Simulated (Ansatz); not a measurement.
# C2H7AlSe: small, medium and large basis sets

One table from this session's results is given with a row withheld; the runs are named, their logs left out.

The runs use Ansatz 0.2.0, Gaussian basis; one geometry, several basis sets.

Levels to be run: PBE0-D4/def2-SVP; ωB97M-V/def2-SVP; PBE0-D4/def2-QZVPP; ωB97M-V/def2-QZVPP; the functionals' def2-TZVPP values are taken from earlier runs.

## The geometry

All runs share one geometry, relaxed beforehand with PBE0-D4 in a triple-zeta def2 set.

SMILES `C[CH2][AlH][SeH]`, 11 atoms, charge 0, spin multiplicity 1.

Atoms are counted from 1 here; the program's logs count them from 0.

Bond lengths: C1–C2 1.526 Å, C1–H5 1.093 Å, C1–H6 1.094 Å, C1–H7 1.093 Å, C2–Al3 1.956 Å, C2–H8 1.098 Å, C2–H9 1.098 Å, Al3–Se4 2.322 Å, Al3–H10 1.585 Å, Se4–H11 1.470 Å. Angles: C2–C1–H5 111.7°, C2–C1–H6 112.0°, C2–C1–H7 111.7°, H5–C1–H6 107.1°, H5–C1–H7 107.0°, H6–C1–H7 107.1°, C1–C2–Al3 117.4°, C1–C2–H8 110.4°, C1–C2–H9 110.4°, Al3–C2–H8 106.7°, Al3–C2–H9 106.7°, H8–C2–H9 104.4°, C2–Al3–Se4 121.1°, C2–Al3–H10 123.7°, Se4–Al3–H10 115.2°, Al3–Se4–H11 92.3°.

Set-up of the first run:

File in.yaml:

```yaml
crystal:
  periodic: [false, false, false]
  atoms:
    - {symbol: C, position_ang: [-0.898089, 1.004346, 0.067893]}
    - {symbol: C, position_ang: [0.194394, 0.320881, 0.885214]}
    - {symbol: Al, position_ang: [1.132938, -1.182020, 0.056823]}
    - {symbol: Se, position_ang: [0.599968, -1.893372, -2.088389]}
    - {symbol: H, position_ang: [-0.505558, 1.417002, -0.865480]}
    - {symbol: H, position_ang: [-1.362219, 1.830254, 0.614902]}
    - {symbol: H, position_ang: [-1.696645, 0.307524, -0.200995]}
    - {symbol: H, position_ang: [0.962807, 1.047918, 1.180900]}
    - {symbol: H, position_ang: [-0.212973, -0.047599, 1.836386]}
    - {symbol: H, position_ang: [2.291324, -1.996136, 0.768574]}
    - {symbol: H, position_ang: [-0.440648, -0.865897, -2.235228]}
basis:
  gaussian: {orbitals: def2-SVP}
hamiltonian: {xc: pbe0, dispersion: d4}
output: {orbitals: {seedname: orbitals}}
```

Steps of the session up to this table: PBE0-D4 in def2-SVP; ωB97M-V in def2-SVP; PBE0-D4 in def2-QZVPP; ωB97M-V in def2-QZVPP.

One table of the session follows, with a row left open; its other results are not shown here.

It belongs to the step «Functionals by basis». 

| functional | basis | HOMO (eV) |
| --- | --- | --- |
| PBE0-D4 | def2-SVP | -7.15 |
| PBE0-D4 | def2-TZVPP | -7.24 |
| PBE0-D4 | def2-QZVPP | -7.25 |
| ωB97M-V | def2-SVP | -9.25 |
| ωB97M-V | def2-TZVPP | -9.37 |
| ωB97M-V | def2-QZVPP | ? |

**Question.** Estimate the row for ωB97M-V, def2-QZVPP.

**Answer.** HOMO (eV): -9.38. In the column «HOMO (eV)» it is the lowest.
